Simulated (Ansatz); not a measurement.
# F2GaH6NSi2: small, medium and large basis sets

The task here is to estimate one member of a computed series from the others.

Method: one geometry, several basis sets; program: Ansatz 0.2.0, Gaussian basis.

The runs, in order: PBE0-D4/def2-SVP; ωB97M-V/def2-SVP; PBE0-D4/def2-QZVPP; ωB97M-V/def2-QZVPP; the functionals' def2-TZVPP values are taken from earlier runs.

## Structure used throughout

An earlier PBE0-D4 in a triple-zeta def2 set relaxation fixed the geometry.

12 atoms, charge 0, spin multiplicity 1.

Atoms are counted from 1 here; the program's logs count them from 0.

Bond lengths: F1–Ga2 1.739 Å, Ga2–F3 1.734 Å, Ga2–N4 1.811 Å, N4–Si5 1.744 Å, N4–Si6 1.746 Å, Si5–H7 1.486 Å, Si5–H8 1.484 Å, Si5–H9 1.486 Å, Si6–H10 1.487 Å, Si6–H11 1.485 Å, Si6–H12 1.485 Å. Angles: F1–Ga2–F3 115.6°, F1–Ga2–N4 119.5°, F3–Ga2–N4 124.9°, Ga2–N4–Si5 120.9°, Ga2–N4–Si6 119.8°, Si5–N4–Si6 119.2°, N4–Si5–H7 110.5°, N4–Si5–H8 108.1°, N4–Si5–H9 110.4°, H7–Si5–H8 109.8°, H7–Si5–H9 108.3°, H8–Si5–H9 109.8°, N4–Si6–H10 106.5°, N4–Si6–H11 111.3°, N4–Si6–H12 111.1°, H10–Si6–H11 109.4°, H10–Si6–H12 109.6°, H11–Si6–H12 108.9°.

Set-up of the first run:

Input file in.yaml:

```yaml
crystal:
  periodic: [false, false, false]
  atoms:
    - {symbol: F, position_ang: [-3.070104, 0.577520, 0.466476]}
    - {symbol: Ga, position_ang: [-1.837470, -0.566645, 0.023022]}
    - {symbol: F, position_ang: [-2.399604, -2.159936, -0.368176]}
    - {symbol: N, position_ang: [-0.104300, -0.042819, -0.002960]}
    - {symbol: Si, position_ang: [1.164307, -1.161639, -0.428023]}
    - {symbol: Si, position_ang: [0.311496, 1.603392, 0.405734]}
    - {symbol: H, position_ang: [1.894820, -0.686871, -1.632088]}
    - {symbol: H, position_ang: [0.542469, -2.480066, -0.705488]}
    - {symbol: H, position_ang: [2.137621, -1.289557, 0.687984]}
    - {symbol: H, position_ang: [1.784441, 1.721443, 0.238540]}
    - {symbol: H, position_ang: [-0.053230, 1.918814, 1.809993]}
    - {symbol: H, position_ang: [-0.370446, 2.566375, -0.495026]}
basis:
  gaussian: {orbitals: def2-SVP}
hamiltonian: {xc: pbe0, dispersion: d4}
output: {orbitals: {seedname: orbitals}}
```

Launch:

```console
ansatz run in.yaml --threads 4 --pin off --events-out ev --progress --plain --max-ram 11315MiB
```

Among the steps run: PBE0-D4 in def2-SVP; ωB97M-V in def2-SVP; PBE0-D4 in def2-QZVPP; ωB97M-V in def2-QZVPP.

One of the session's tables, all rows but one given; the rest of the session is left out.

It belongs to the step «Density functionals: the series». 

| functional | basis | HOMO (eV) | LUMO (eV) |
| --- | --- | --- | --- |
| PBE0-D4 | def2-SVP | -8.18 | -1.50 |
| PBE0-D4 | def2-TZVPP | ? | ? |
| PBE0-D4 | def2-QZVPP | -8.30 | -1.73 |
| ωB97M-V | def2-SVP | -10.39 | 0.40 |
| ωB97M-V | def2-TZVPP | -10.52 | 0.18 |
| ωB97M-V | def2-QZVPP | -10.54 | -0.02 |

**Question.** Estimate the row for PBE0-D4, def2-TZVPP.

**Answer.** HOMO (eV): -8.27; LUMO (eV): -1.65. In the column «HOMO (eV)» it lies between PBE0-D4, def2-QZVPP (-8.30) and PBE0-D4, def2-SVP (-8.18).
